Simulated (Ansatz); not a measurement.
**ZnSi (triplet): the correlation ladder, def2-SVP**

The task here is to estimate one member of a computed series from the others.

The runs use Ansatz 0.2.0, Gaussian basis; def2-SVP, core rule «outside noble gas», up to 14 orbitals frozen.

The runs, in order: UHF; CCSD(T) on ROHF; CCSD(T) on UHF; CISD; CCSDT(Q) on ROHF; CCSDT(Q) on UHF; CASSCF and MRCISD+Q, 16 electrons in 10 orbitals; CASSCF and NEVPT2, 16 electrons in 10 orbitals.

23 further runs of the same task are left out: 1 for a mislabelled method, 7 that didn't finish, 15 set aside as unsound or not needed.

## The system

The geometry is a PBE0/def2-TZVP stationary point (not a proven minimum).

2 atoms, charge 0, spin multiplicity 3.

Atoms are counted from 1 here; the program's logs count them from 0.

Bond lengths: Zn1–Si2 2.393 Å.

Set-up of the first run:

Input file in.yaml:

```yaml
crystal:
  periodic: [false, false, false]
  atoms:
    - {symbol: Zn, position_ang: [0.000000, 0.000000, 0.000000]}
    - {symbol: Si, position_ang: [0.000000, 0.000000, 2.393200]}
basis:
  gaussian: {orbitals: def2-SVP}
magnetization: {spin_polarized: true, initial_magnetization: 2}
hamiltonian: {xc: hf}
output: {orbitals: {seedname: orbitals}}
```

Launch:

```sh
ansatz run in.yaml --threads 1 --pin off --events-out ev --progress --plain --max-ram 2393MiB
```

Among the steps run: UHF; CCSD(T) on ROHF; CCSD(T) on UHF; CISD; CCSDT(Q) on ROHF; CCSDT(Q) on UHF; CASSCF and MRCISD+Q, 16 electrons in 10 orbitals; CASSCF and NEVPT2, 16 electrons in 10 orbitals.

One table of the session follows, with a row left open; its other results are not shown here.

| method | from UCCSDT(Q) (kJ/mol) |
| --- | --- |
| ROHF | +968.0 |
| UHF | +933.5 |
| RMP2 | +35.4 |
| UMP2 | +48.4 |
| CISD | +120.5 |
| RCCSD | +31.8 |
| UCCSD | +33.1 |
| RCCSD(T) | -0.5 |
| UCCSD(T) | +1.1 |
| RCCSDT | -1.9 |
| UCCSDT | -1.9 |
| RCCSDT(Q) | +0.4 |
| UCCSDT(Q) | 0 |
| CASSCF valence | ? |
| NEVPT2 valence | +118.1 |
| MRCISD valence | +93.9 |
| MRCISD+Q valence | +27.1 |

Q: Estimate the row for CASSCF valence from the others.

The run gave: from UCCSDT(Q) (kJ/mol): +901.0. In the column «from UCCSDT(Q) (kJ/mol)» it lies between CISD (+120.5) and UHF (+933.5).

With the free atoms at the same levels and basis (separate runs), the atomisation energy is 0.531 eV at UCCSDT(Q), 0.504 eV at RCCSD(T), 0.486 eV at UCCSD(T), -0.018 eV at ROHF.

To keep in mind: The determinant is far from a pure spin state, so its energy mixes those of several spin states (harmless only where they are near-degenerate, as at dissociation). Restricted and unrestricted rows rest on different reference determinants; where their highest levels disagree by more than a few hundredths of an eV, they describe different states and don't form one ladder.
